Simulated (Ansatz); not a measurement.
# YbH3 (Fm-3m) in Ansatz: notebook

One crystal, YbH3, is run at these levels: PBE; tasks: single point.

All numbers are computed with Ansatz 0.2.0; they aren't measurements. Logs are shortened: lines on timing, memory, paths and dates and some standing lists are left out, and cuts for length are marked.

### 1 Starting point

The structure is cubic, space group Fm-3m (No. 225). The conventional cell has a = 5.210 Å, b = 5.210 Å, c = 5.210 Å, α = 90.00°, β = 90.00°, γ = 90.00°. Around Yb (site symmetry m-3m) lie 8 H at 2.26 Å. H (site symmetry m-3m) is surrounded by 8 H at 2.26 Å. Around H (site symmetry -43m) lie 4 Yb at 2.26 Å and 4 H at 2.26 Å.

The cell comes from a database or a generator and needn't be the stable form of this composition.

### 2 Single point, PBE, collinear spin, ferromagnetic start

input.yaml

```yaml
crystal:
  lattice:
    - [0.0, 2.604971, 2.604971]
    - [2.604971, 0.0, 2.604971]
    - [2.604971, 2.604971, 0.0]
  atoms:
    - { symbol: Yb, position: [0.0, 0.0, 0.0], spin: 1.0 }
    - { symbol: H, position: [0.5, 0.5, 0.5] }
    - { symbol: H, position: [0.25, 0.25, 0.25] }
    - { symbol: H, position: [0.75, 0.75, 0.75] }
hamiltonian:
  xc: pbe
  pseudopotentials: { kind: paw }
magnetization:
  spin_polarized: true
  initial_magnetization: 1.0
  spin_locking: { lock_magnetization: hard }
kpoints:
  mp_grid: { grid: [7, 7, 7] }
scf:
  occupations: { method: fermi_dirac, width: 0.05 }
  lower_state_search: "off"
output:
  forces: true
  stress: true
  eigenvalues: true
```

Potentials or basis: Ansatz PAW.

Launch:

```sh
> ansatz run input.yaml --threads 2 --pin off --max-ram 5632MiB --backend cpu --events-out ev --progress --plain --runs-dir out
```

What it wrote:

```text
Warning: output.stress: scf.convergence.dr2_threshold = 1e-7 eV (the SCF's general default) is looser than the 4e-10 eV advised for a printed stress (1e-10 eV for each atom of the cell: 4). What an SCF threshold leaves in a stress goes as its square root, and in the free energy as the threshold itself, and one threshold admits the most on a small cell: of the crystals measured, under no hybrid functional and no lock of the moments, on runs that ended without the residual-converged pass, on stresses that held no estimate of that error, the worst erred by over 100 MPa in a component at 1e-7 eV an atom and by under 5 at 1e-10. Set scf.convergence.dr2_threshold to 4e-10 eV or tighter. The threshold is an SCF's pass mark: one that does not reach it within its budget of iterations ends unconverged, or closes short of it on a stop that the run arms, and scf.convergence.dr2_threshold's page says what that costs each kind of run
Warning: RAYON_NUM_THREADS=2 ignored (pool sized by the plan → 2); use --threads N
Engine: ansatz 0.2.0, aarch64-unknown-linux-gnu
Pseudopotentials: kind: paw
Pseudopotential: Yb, paw, valence charge 24, recommended cutoff 420 eV (normal), Yb.paw.azcp
Pseudopotential: H, paw, valence charge 1, recommended cutoff 420 eV (normal), H.paw.azcp
Functional definition: PBE
  parameter kappa = 0.804
  parameter beta = 0.06672455060314922
  exchange = pbe_x(kappa = kappa, mu = beta*pi^2/3)
  correlation = pbe_c(beta = beta)
Crystal: 4 atoms, lattice volume = 35.354 Å³
Basis set: ecut = 420 eV, 701 PW (Γ), exchange–correlation on 50×50×50 points (8 copies of the dense FFT grid, shifted against one another)
Bands: 18, of which v1, the nominal top of the filled ones, is band 14 counted from 1 (13 counted from 0)
Symmetry: 48 space group operations
Space group: Fm-3m (ITA 225), of the structure as read, at distance tolerance 3.3e-5 Å
Magnetic group: BNS 225.116 (UNI 1618), of the structure as read, at distance tolerance 3.3e-5 Å
k-points: 20 of 343
Non-local potential: Yb, projectors of the file, l = 0: 3, l = 1: 2, l = 2: 2, l = 3: 3
Non-local potential: H, projectors of the file, l = 0: 2, l = 1: 1
PAW form: soft (Blöchl's): semilocal exchange-correlation on the pseudo side does not see the compensation charge
PAW one-centre angular grid: Yb, 590 points (default); XC on 64 Gauss nodes
PAW one-centre angular grid: H, 110 points (default); XC on 64 Gauss nodes
Initial density: superposition of atomic densities (chi_scale 0.1, normalization cell)
Starting moments: Σ|m| = 1 μB on 1 of 4 sites
Initial wavefunctions: pseudopotential atomic-orbital guess
Functional: x = pbe(κ = 0.804, μ = 0.2195149727645171), c = pbe(β = 0.06672455060314922)
SCF iter   1: F=—  HF=-13845.765628 eV  |F-HF|=—  |Δ(HF+E_count)|=         —  Δρ=1.05e-1 (↑6.46e-2 ↓1.05e-1)  dr2=9.63e0  dr2_m=2.11e-1  M=1.000 μB ∫|m|=1.001 μB  β_m=0.30  ethr=3.10e-3  ⟨swp⟩=5.1  Hψ=3439  notcnv=0
preconditioner: auto → Kerker (q_TF=auto, 2.608 Å⁻¹)  [metal: Δε(μ)=0.027 eV  Ē_g=10.666 eV  σ=0.050 eV  W_gap=0.13  n_scr=14 (ndim 8)  ℏωp=31.2 eV  f_vac=0.000  D(μ)=11.20/eV (n_scr^D=258)]
spin=Collinear: Kerker preconditioning applied to the charge; magnetization (m = ρ↑ − ρ↓) channel mixes plain (no charge-response kernel on spin).
SCF iter   2: F=—  HF=-13844.701519 eV  |F-HF|=—  |Δ(HF+E_count)|=    1.06e0  Δρ=4.55e-2 (↑3.44e-2 ↓4.55e-2)  dr2=9.26e-1  dr2_m=2.16e-1  M=1.000 μB ∫|m|=1.000 μB  β_m=0.26  ethr=3.10e-3  ⟨swp⟩=3.4  Hψ=2346  notcnv=0
SCF iter   3: F=—  HF=-13844.216947 eV  |F-HF|=—  |Δ(HF+E_count)|=   4.85e-1  Δρ=3.36e-2 (↑3.19e-2 ↓3.36e-2)  dr2=1.64e0  dr2_m=2.25e-2  M=1.000 μB ∫|m|=1.000 μB  β_m=0.38  ethr=3.10e-3  ⟨swp⟩=3.5  Hψ=1852  notcnv=0  defer=7
SCF iter   4: F=—  HF=-13843.826300 eV  |F-HF|=—  |Δ(HF+E_count)|=   3.91e-1  Δρ=1.42e-2 (↑1.42e-2 ↓1.01e-2)  dr2=1.08e-1  dr2_m=3.00e-2  M=1.000 μB ∫|m|=1.000 μB  β_m=0.36  ethr=3.10e-3  ⟨swp⟩=2.7  Hψ=1400  notcnv=0  defer=3
SCF iter   5: F=—  HF=-13843.819609 eV  |F-HF|=—  |Δ(HF+E_count)|=   6.69e-3  Δρ=2.20e-2 (↑6.71e-3 ↓2.20e-2)  dr2=7.25e-2  dr2_m=5.64e-2  M=1.000 μB ∫|m|=1.000 μB  β_m=0.68  ethr=4.01e-4  ⟨swp⟩=2.9  Hψ=1432  notcnv=0  defer=6
SCF iter   6: F=—  HF=-13843.841631 eV  |F-HF|=—  |Δ(HF+E_count)|=   2.20e-2  Δρ=2.04e-3 (↑2.04e-3 ↓2.03e-3)  dr2=3.51e-3  dr2_m=4.58e-4  M=1.000 μB ∫|m|=1.000 μB  β_m=0.65  ethr=2.68e-4  ⟨swp⟩=3.0  Hψ=1303  notcnv=0  defer=6
SCF iter   7: F=—  HF=-13843.842343 eV  |F-HF|=—  |Δ(HF+E_count)|=   7.12e-4  Δρ=4.68e-3 (↑1.48e-3 ↓4.68e-3)  dr2=4.82e-3  dr2_m=2.56e-3  M=1.000 μB ∫|m|=1.000 μB  β_m=0.65  ethr=1.30e-5  ⟨swp⟩=2.1  Hψ=1348  notcnv=0  defer=6
SCF iter   8: F=—  HF=-13843.843096 eV  |F-HF|=—  |Δ(HF+E_count)|=   7.53e-4  Δρ=1.33e-3 (↑5.31e-4 ↓1.33e-3)  dr2=3.57e-4  dr2_m=2.43e-4  M=1.000 μB ∫|m|=1.000 μB  β_m=0.83  ethr=1.30e-5  ⟨swp⟩=2.2  Hψ=1117  notcnv=0  defer=6
SCF iter   9: F=—  HF=-13843.843178 eV  |F-HF|=—  |Δ(HF+E_count)|=   8.21e-5  Δρ=5.74e-4 (↑1.46e-4 ↓5.74e-4)  dr2=7.32e-5  dr2_m=3.99e-5  M=1.000 μB ∫|m|=1.000 μB  β_m=0.91  ethr=1.32e-6  ⟨swp⟩=2.5  Hψ=1293  notcnv=0  defer=6
SCF iter  10: F=—  HF=-13843.843174 eV  |F-HF|=—  |Δ(HF+E_count)|=   4.69e-6  Δρ=7.46e-5 (↑2.00e-5 ↓7.46e-5)  dr2=1.63e-6  dr2_m=3.91e-7  M=1.000 μB ∫|m|=1.000 μB  β_m=0.90  ethr=2.71e-7  ⟨swp⟩=2.4  Hψ=1180  notcnv=0  defer=6
SCF iter  11: F=—  HF=-13843.843174 eV  |F-HF|=—  |Δ(HF+E_count)|=   2.24e-7  Δρ=1.66e-5 (↑1.09e-5 ↓1.66e-5)  dr2=1.49e-7  dr2_m=1.20e-8  M=1.000 μB ∫|m|=1.000 μB  β_m=0.95  ethr=6.05e-9  ⟨swp⟩=2.0  Hψ=1221  notcnv=0  defer=6
SCF iter  12: F=-13843.843174 eV  HF=-13843.843174 eV  |F-HF|=5.80e-9  |Δ(HF+E_count)|=  5.20e-10  Δρ=4.57e-6 (↑2.28e-6 ↓4.57e-6)  dr2=1.26e-8  dr2_m=7.78e-10  M=1.000 μB ∫|m|=1.000 μB  ethr=3.70e-10  ⟨swp⟩=6.6  Hψ=3662  notcnv=0
SCF 1 converged in 12 iterations: F = -13843.843174 eV  dr2 = 1.26e-8
SCF converged after 12 iterations
Stability checked in part: among states of this total moment the steps that led to this state did not find it unstable. No probe was made; neither looks for a lower state of another moment (fixed_total_moment; see scf.lower_state_search)
Magnetization: 1.0000 μB (14.0000 up, 13.0000 down)
Absolute magnetization: 1.0000 μB (∫|ρ↑−ρ↓|, with the PAW one-centre terms)
Spin contamination: 0.0012 ħ² per cell (⟨S²⟩ above its minimum at these occupations)
Per-site moments (μB) at R_I (Å): [(0.5997532905678847, 0.930588063125223), (0.18232451993125057, 0.930588063125223), (0.07203942806451356, 0.930588063125223), (0.07203942806451351, 0.930588063125223)]
Free energy (F): -13843.843174 eV
Harris-Foulkes:  -13843.843174 eV  (|F-HF|=5.80e-9)
Internal energy: -13843.807495 eV  (E = F + TS)
E sigma→0 (E₀):  -13843.825334 eV
Entropy (-TS):   -0.035679 eV (-8.920 meV/atom)
Fermi energy:    11.788633 (↑ 13.392762, ↓ 10.345985) eV
--- Per-component energies (eV) ---
  E_band       = 14.180105
  E_kinetic    = 403.758581
  E_local      = -5957.321825  (includes V_loc(G=0)·N_el)
  E_nonlocal   = 526.973450
  E_hartree    = 2572.537485
  E_xc         = -195.658671
  E_vxc        = -245.362642  (∫ρ·V_xc dr)
  E_paw        = -7339.429140  (= ΣΔE_a)
  E_vpaw       = 141.049856  (= ΣTr[D̂ρ^β])
  E_aug_tail   = -0.003289  (compensation charges beyond the density's cutoff)
  E_ewald      = -3854.664086
  E_smearing   = -0.035679  (= −TS)
  E_closure    = 0.000000  (closes the sum)
  Σ components = -13843.843174   (vs F -13843.843174, Δ=0.00e0)
--- Forces (eV/Å), atoms counted from 1 ---
  atom   1  Yb    -0.00000000     0.00000000     0.00000000
  atom   2  H      0.00000000    -0.00000000    -0.00000000
  atom   3  H     -0.00000000     0.00000000    -0.00000000
  atom   4  H      0.00000000    -0.00000000    -0.00000000
  max |Σ_I F_I| component: 2.17e-19 eV/Å
--- Stress (GPa, compression-positive) ---
       -4.436133       0.000000       0.000000
       -0.000000      -4.436133       0.000000
        0.000000      -0.000000      -4.436133
  P = ⅓ Tr σ = -4.4361 GPa (-44.361 kbar)
--- Band table (eV; the first three rows and the last of 40) ---
  k-point 0 ↑: bands = ["-40.7985", "-12.7243", "-12.7243", "-12.7243", "2.2655", "8.7119", "9.5120", "9.5120", "9.5120", "9.7037", "9.7037", "9.7037", "11.6121", "13.2313", "13.8558", "13.8558", "13.8558", "16.5118"]
  k-point 1 ↑: bands = ["-40.7950", "-12.8041", "-12.7335", "-12.7335", "2.7001", "8.5716", "9.4664", "9.5223", "9.5223", "9.6847", "9.6847", "9.7043", "10.5481", "12.7255", "14.0573", "14.0573", "15.5946", "16.1706"]
  k-point 2 ↑: bands = ["-40.7874", "-12.9769", "-12.7541", "-12.7541", "3.8483", "7.9682", "9.2913", "9.5465", "9.5465", "9.6487", "9.6502", "9.6502", "9.7055", "11.9971", "14.0398", "14.0398", "16.4300", "16.4300"]
  k-point 19 ↓: bands = ["-40.5198", "-12.8212", "-12.7921", "-12.6605", "7.2030", "7.6802", "7.9210", "9.8826", "9.9181", "9.9239", "10.1450", "10.1805", "10.1860", "10.2169", "14.1222", "17.2686", "17.6753", "19.2527"]
```

It took 1.4 s on 2 threads of Arm Neoverse V2, shared host; peak memory 0.28 GiB.

What came out:

- Free energy: -13843.8432 eV
- Pressure: -4.4 GPa
- Net moment: 1.00 μB per cell
- Absolute moment: 1.00 μB per cell
- Site moments: Yb +0.60; H +0.18, +0.07 μB

Caveat: spin-orbit coupling is left out, which moves the levels of the heavy elements; the total moment is fixed, so each spin has its own Fermi level; without U or exact exchange the open f shell lies at the Fermi level, which spoils levels, moments and volumes; the thresholds are loose for stress.

### 3 Single point, PBE, collinear spin, ferromagnetic start

input.yaml: that of step 2 with these lines changed.

```diff
@@ -6,3 +6,3 @@
   atoms:
-    - { symbol: Yb, position: [0.0, 0.0, 0.0], spin: 1.0 }
+    - { symbol: Yb, position: [0.0, 0.0, 0.0], spin: 1.2 }
     - { symbol: H, position: [0.5, 0.5, 0.5] }
@@ -15,3 +15,3 @@
   spin_polarized: true
-  initial_magnetization: 1.0
+  initial_magnetization: 1.2
   spin_locking: { lock_magnetization: hard }
```

Potentials or basis: Ansatz PAW.

Launch:

```sh
> ansatz run input.yaml --threads 2 --pin off --max-ram 5632MiB --backend cpu --events-out ev --progress --plain --runs-dir out
```

It took 1.4 s on 2 threads of Arm Neoverse V2, shared host; peak memory 0.28 GiB.

It converged, with:

- Free energy: -13843.4922 eV
- Pressure: -4.5 GPa
- Net moment: 1.20 μB per cell
- Absolute moment: 1.20 μB per cell
- Site moments: Yb +0.67; H +0.20, +0.09 μB

Caveat: spin-orbit coupling is left out, which moves the levels of the heavy elements; the total moment is fixed, so each spin has its own Fermi level; without U or exact exchange the open f shell lies at the Fermi level, which spoils levels, moments and volumes; the thresholds are loose for stress.
